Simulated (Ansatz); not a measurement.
# C6H17ClHfN2O: one species, many methods

One table from this session's results is given with a row withheld; the runs are named, their logs left out.

The runs use Ansatz 0.2.0, Gaussian basis; functionals in def2-TZVPP, the program's frozen cores in correlated methods.

Levels to be run: LDA (SPW92), PBE-D4, revPBE-D4, BLYP-D4, r2SCAN-D4, B97M-V, PBE0-D4, B3LYP-D4, r2SCANh-D4, r2SCAN0-D4, HSE06-D4, BHLYP-D4, CAM-B3LYP-D4, LC-ωPBE, ωB97X-V, ωB97M-V, B2PLYP, PBE-QIDH; CCSD(T)/def2-SVP; CCSD(T)/def2-TZVPP; MP2/def2-QZVPP; extrapolation to the limit; RPA on PBE.

### The geometry

All runs share one geometry, relaxed beforehand with PBE0-D4 in a triple-zeta def2 set. Hf takes the def2 core potential; no spin-orbit term is included.

SMILES `CC[O][Hf]([Cl])([N](C)C)[N](C)C`, 28 atoms, charge 0, spin multiplicity 1.

Atoms are counted from 1 here; the program's logs count them from 0.

Bond lengths: C1–C2 1.513 Å, C1–H12 1.093 Å, C1–H13 1.093 Å, C1–H14 1.093 Å, C2–O3 1.395 Å, C2–H15 1.097 Å, C2–H16 1.097 Å, O3–Hf4 1.919 Å, Hf4–Cl5 2.400 Å, Hf4–N6 2.030 Å, Hf4–N9 2.019 Å, N6–C7 1.444 Å, N6–C8 1.439 Å, C7–H17 1.100 Å, C7–H18 1.098 Å, C7–H19 1.099 Å, C8–H20 1.092 Å, C8–H21 1.100 Å and more. Angles: C2–C1–H12 110.6°, C2–C1–H13 110.5°, C2–C1–H14 110.8°, H12–C1–H13 108.4°, H12–C1–H14 108.3°, H13–C1–H14 108.1°, C1–C2–O3 112.0°, C1–C2–H15 110.2°, C1–C2–H16 110.0°, O3–C2–H15 108.9°, O3–C2–H16 108.7°, H15–C2–H16 107.0°, C2–O3–Hf4 161.0°, O3–Hf4–Cl5 112.3°, O3–Hf4–N6 110.7°, O3–Hf4–N9 107.9°, Cl5–Hf4–N6 108.0°, Cl5–Hf4–N9 111.7° and more.

Set-up of the first run:

File in.yaml:

```yaml
crystal:
  periodic: [false, false, false]
  atoms:
    - {symbol: C, position_ang: [-1.212939, -2.716909, 1.661454]}
    - {symbol: C, position_ang: [-0.069827, -2.990054, 0.708273]}
    - {symbol: O, position_ang: [0.169869, -1.911869, -0.143215]}
    - {symbol: Hf, position_ang: [-0.002166, -0.203685, -1.000420]}
    - {symbol: Cl, position_ang: [-0.855901, -0.388072, -3.236033]}
    - {symbol: N, position_ang: [-1.250128, 1.005399, 0.049555]}
    - {symbol: C, position_ang: [-2.627865, 0.578898, 0.126507]}
    - {symbol: C, position_ang: [-1.008873, 2.226751, 0.770819]}
    - {symbol: N, position_ang: [1.806003, 0.693660, -0.963231]}
    - {symbol: C, position_ang: [3.066559, 0.282505, -0.403308]}
    - {symbol: C, position_ang: [1.880646, 1.955575, -1.664208]}
    - {symbol: H, position_ang: [-1.006499, -1.829960, 2.265320]}
    - {symbol: H, position_ang: [-1.362091, -3.565460, 2.333887]}
    - {symbol: H, position_ang: [-2.143142, -2.549854, 1.113089]}
    - {symbol: H, position_ang: [-0.286658, -3.878633, 0.102756]}
    - {symbol: H, position_ang: [0.846837, -3.202493, 1.272715]}
    - {symbol: H, position_ang: [-2.941874, 0.381211, 1.162029]}
    - {symbol: H, position_ang: [-2.790083, -0.344739, -0.444380]}
    - {symbol: H, position_ang: [-3.310492, 1.330788, -0.294565]}
    - {symbol: H, position_ang: [0.040520, 2.518581, 0.693564]}
    - {symbol: H, position_ang: [-1.620667, 3.054515, 0.382276]}
    - {symbol: H, position_ang: [-1.248517, 2.121468, 1.839616]}
    - {symbol: H, position_ang: [3.837869, 0.173783, -1.179301]}
    - {symbol: H, position_ang: [2.964402, -0.678529, 0.104944]}
    - {symbol: H, position_ang: [3.440574, 1.013761, 0.327895]}
    - {symbol: H, position_ang: [2.182285, 2.775699, -0.996697]}
    - {symbol: H, position_ang: [2.595573, 1.919054, -2.497733]}
    - {symbol: H, position_ang: [0.906596, 2.228626, -2.091609]}
basis:
  gaussian: {orbitals: def2-TZVPP}
hamiltonian: {xc: lda}
output: {orbitals: {seedname: orbitals}}
```

Among the steps run: LDA; PBE-D4 (GGA); revPBE-D4 (GGA); BLYP-D4 (GGA); r2SCAN-D4 (meta-GGA); B97M-V (meta-GGA); PBE0-D4 (hybrid); B3LYP-D4 (hybrid); r2SCANh-D4 (hybrid); r2SCAN0-D4 (hybrid); HSE06-D4 (hybrid); BHLYP-D4 (hybrid); CAM-B3LYP-D4 (range-separated); LC-ωPBE (range-separated); ωB97X-V (range-separated); ωB97M-V (range-separated); B2PLYP (double hybrid); PBE-QIDH (double hybrid).

One of the session's tables, all rows but one given; the rest of the session is left out.

It belongs to the step «Orbital energies across the functionals». 

```
  functional  HOMO (eV)  gap (eV)
 LDA (SPW92)      -5.19      4.23
      PBE-D4      -5.06      4.35
   revPBE-D4      -5.01      4.39
     BLYP-D4      -4.94      4.36
   r2SCAN-D4          ?         ?
      B97M-V      -5.42      4.89
     PBE0-D4      -6.32      6.51
    B3LYP-D4      -6.11      6.07
  r2SCANh-D4      -5.76      5.63
  r2SCAN0-D4      -6.48      6.84
    HSE06-D4      -5.92      5.74
    BHLYP-D4      -7.51      8.32
CAM-B3LYP-D4      -7.66      8.62
     LC-ωPBE      -8.98     11.10
     ωB97X-V      -8.67     10.53
     ωB97M-V      -8.59     10.00
```

Q: Estimate the row for r2SCAN-D4 from the others.

Worked estimate for «HOMO (eV)». Against the share of exact exchange, r2SCANh-D4 (0.1, -5.76), r2SCAN0-D4 (0.25, -6.48) give a slope of -4.80 per unit share; at 0 the line stands at -5.28.

**Answer.** HOMO (eV): -5.29; gap (eV): 4.83. In «HOMO (eV)» the line misses by +0.01.
